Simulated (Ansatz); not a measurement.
# GeH₅NSSi: how energies converge with the basis set

How large a basis does GeH₅NSSi need? Two functionals are run in growing sets.

Method: one geometry, several basis sets; program: Ansatz 0.2.0, Gaussian basis.

Plan: PBE0-D4/def2-SVP; ωB97M-V/def2-SVP; PBE0-D4/def2-QZVPP; ωB97M-V/def2-QZVPP; the functionals' def2-TZVPP values are taken from earlier runs.

### Step 1. Structure used throughout

The geometry comes from an earlier relaxation with PBE0-D4 in a triple-zeta def2 set; it is a stationary point, not always the lowest conformer.

SMILES `S[SiH]1[NH][GeH2]1`, 9 atoms, charge 0, spin multiplicity 1.

Atoms are counted from 1 here; the program's logs count them from 0.

Bond lengths: S1–Si2 2.132 Å, S1–H5 1.343 Å, Si2–N3 1.687 Å, Si2–Ge4 2.298 Å, Si2–H6 1.487 Å, N3–Ge4 1.890 Å, N3–H7 1.006 Å, Ge4–H8 1.540 Å, Ge4–H9 1.541 Å. Angles: Si2–S1–H5 93.6°, S1–Si2–N3 117.1°, S1–Si2–Ge4 124.9°, S1–Si2–H6 106.7°, N3–Si2–Ge4 54.0°, N3–Si2–H6 121.1°, Ge4–Si2–H6 123.9°, Si2–N3–Ge4 79.7°, Si2–N3–H7 141.8°, Ge4–N3–H7 138.5°, Si2–Ge4–N3 46.3°, Si2–Ge4–H8 123.4°, Si2–Ge4–H9 126.3°, N3–Ge4–H8 112.7°, N3–Ge4–H9 113.2°, H8–Ge4–H9 110.3°.

Coordinates:

```xyz
9

S    -1.63777    0.02091    1.91628
Si   -0.57703    0.47663    0.12345
N     1.10734    0.39352    0.18337
Ge    0.74396   -1.00469   -1.03508
H    -2.69573    0.77878    1.58282
H    -1.26739    1.63642   -0.49978
H     1.90404    0.81564    0.62873
H     1.14532   -2.38779   -0.49049
H     1.36575   -0.77583   -2.42640
```

### Step 2. PBE0-D4 in def2-SVP

in.yaml reads:

```yaml
crystal:
  periodic: [false, false, false]
  atoms:
    - {symbol: S, position_ang: [-1.637766, 0.020911, 1.916281]}
    - {symbol: Si, position_ang: [-0.577033, 0.476628, 0.123447]}
    - {symbol: N, position_ang: [1.107342, 0.393522, 0.183367]}
    - {symbol: Ge, position_ang: [0.743963, -1.004690, -1.035083]}
    - {symbol: H, position_ang: [-2.695729, 0.778785, 1.582816]}
    - {symbol: H, position_ang: [-1.267391, 1.636424, -0.499776]}
    - {symbol: H, position_ang: [1.904036, 0.815645, 0.628731]}
    - {symbol: H, position_ang: [1.145325, -2.387794, -0.490486]}
    - {symbol: H, position_ang: [1.365752, -0.775831, -2.426396]}
basis:
  gaussian: {orbitals: def2-SVP}
hamiltonian: {xc: pbe0, dispersion: d4}
output: {orbitals: {seedname: orbitals}}
```

The runs that follow: ωB97M-V in def2-SVP; PBE0-D4 in def2-QZVPP; ωB97M-V in def2-QZVPP.

Q: Predict the results of all the runs planned. Wanted: PBE0-D4: double and triple zeta above quadruple; ωB97M-V: double and triple zeta above quadruple.

As calculated:

```
                                       quantity           value
PBE0-D4: double and triple zeta above quadruple  17.59, 1.92 eV
ωB97M-V: double and triple zeta above quadruple  17.53, 1.85 eV
```

In words: For PBE0-D4 the step from double to triple zeta gains 15.67 eV and the next only 1.92 eV. These are total energies; as a rule much of such shifts cancels in differences, which this series doesn't test.
